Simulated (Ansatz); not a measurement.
# CH₃GeNO: one species, many methods

An exercise on one series of results from a longer session: the logs are not shown, and one member is left open.

The runs use Ansatz 0.2.0, Gaussian basis; functionals in def2-TZVPP, the program's frozen cores in correlated methods.

Plan: LDA (SPW92), PBE-D4, revPBE-D4, BLYP-D4, r2SCAN-D4, B97M-V, PBE0-D4, B3LYP-D4, r2SCANh-D4, r2SCAN0-D4, HSE06-D4, BHLYP-D4, CAM-B3LYP-D4, LC-ωPBE, ωB97X-V, ωB97M-V, B2PLYP, PBE-QIDH; CCSD(T)/def2-SVP; CCSD(T)/def2-TZVPP; MP2/def2-QZVPP; extrapolation to the limit; RPA on PBE.

**The relaxed structure**

The geometry comes from an earlier relaxation with PBE0-D4 in a triple-zeta def2 set; it is a stationary point, not always the lowest conformer.

SMILES `N=[C]1[O][GeH2]1`, 7 atoms, charge 0, spin multiplicity 1.

Atoms are counted from 1 here; the program's logs count them from 0.

Bond lengths: N1–C2 1.244 Å, N1–H5 1.012 Å, C2–O3 1.307 Å, C2–Ge4 1.936 Å, O3–Ge4 1.917 Å, Ge4–H6 1.531 Å, Ge4–H7 1.531 Å. Angles: C2–N1–H5 113.0°, N1–C2–O3 134.2°, N1–C2–Ge4 156.5°, O3–C2–Ge4 69.4°, C2–O3–Ge4 71.0°, C2–Ge4–O3 39.7°, C2–Ge4–H6 121.6°, C2–Ge4–H7 121.6°, O3–Ge4–H6 107.9°, O3–Ge4–H7 107.9°, H6–Ge4–H7 113.9°.

Set-up of the first run:

in.yaml reads:

```yaml
crystal:
  periodic: [false, false, false]
  atoms:
    - {symbol: N, position_ang: [-0.997730, -1.700466, -0.321931]}
    - {symbol: C, position_ang: [-0.230481, -0.774948, -0.001614]}
    - {symbol: O, position_ang: [0.855390, -0.701493, 0.722932]}
    - {symbol: Ge, position_ang: [0.432385, 1.043602, 0.051267]}
    - {symbol: H, position_ang: [-1.762181, -1.393980, -0.910742]}
    - {symbol: H, position_ang: [0.170063, 1.958713, 1.250839]}
    - {symbol: H, position_ang: [1.593654, 1.500372, -0.836452]}
basis:
  gaussian: {orbitals: def2-TZVPP}
hamiltonian: {xc: lda}
output: {orbitals: {seedname: orbitals}}
```

Started as:

```bash
> ansatz run in.yaml --threads 2 --pin off --events-out ev --progress --plain --max-ram 4352MiB
```

Among the steps run: LDA; PBE-D4 (GGA); revPBE-D4 (GGA); BLYP-D4 (GGA); r2SCAN-D4 (meta-GGA); B97M-V (meta-GGA); PBE0-D4 (hybrid); B3LYP-D4 (hybrid); r2SCANh-D4 (hybrid); r2SCAN0-D4 (hybrid); HSE06-D4 (hybrid); BHLYP-D4 (hybrid); CAM-B3LYP-D4 (range-separated); LC-ωPBE (range-separated); ωB97X-V (range-separated); ωB97M-V (range-separated); B2PLYP (double hybrid); PBE-QIDH (double hybrid).

One table of the session follows, with a row left open; its other results are not shown here.

It belongs to the step «Orbital energies across the functionals». 

```
  functional  HOMO (eV)  LUMO (eV)  gap (eV)
 LDA (SPW92)      -6.11      -2.70      3.41
      PBE-D4      -5.94      -2.48      3.45
   revPBE-D4      -5.87      -2.39      3.48
     BLYP-D4      -5.84      -2.43      3.41
   r2SCAN-D4      -6.17      -2.37      3.80
      B97M-V      -6.18      -2.38      3.80
     PBE0-D4      -7.07      -1.75      5.32
    B3LYP-D4      -6.91      -2.01      4.89
  r2SCANh-D4      -6.59      -2.10      4.50
  r2SCAN0-D4      -7.24      -1.69      5.55
    HSE06-D4      -6.68      -2.12      4.56
    BHLYP-D4          ?          ?         ?
CAM-B3LYP-D4      -8.37      -0.82      7.54
     LC-ωPBE      -9.58       0.32      9.90
     ωB97X-V      -9.27       0.23      9.49
     ωB97M-V      -9.18       0.09      9.27
```

Q: Estimate the row for BHLYP-D4 from the others.

Worked estimate for «HOMO (eV)». Against the share of exact exchange, BLYP-D4 (0, -5.84), B3LYP-D4 (0.2, -6.91) give a slope of -5.35 per unit share; at 0.5 the line stands at -8.51.

As computed: HOMO (eV): -8.16; LUMO (eV): -1.00; gap (eV): 7.16. In «HOMO (eV)» the line misses by -0.35.
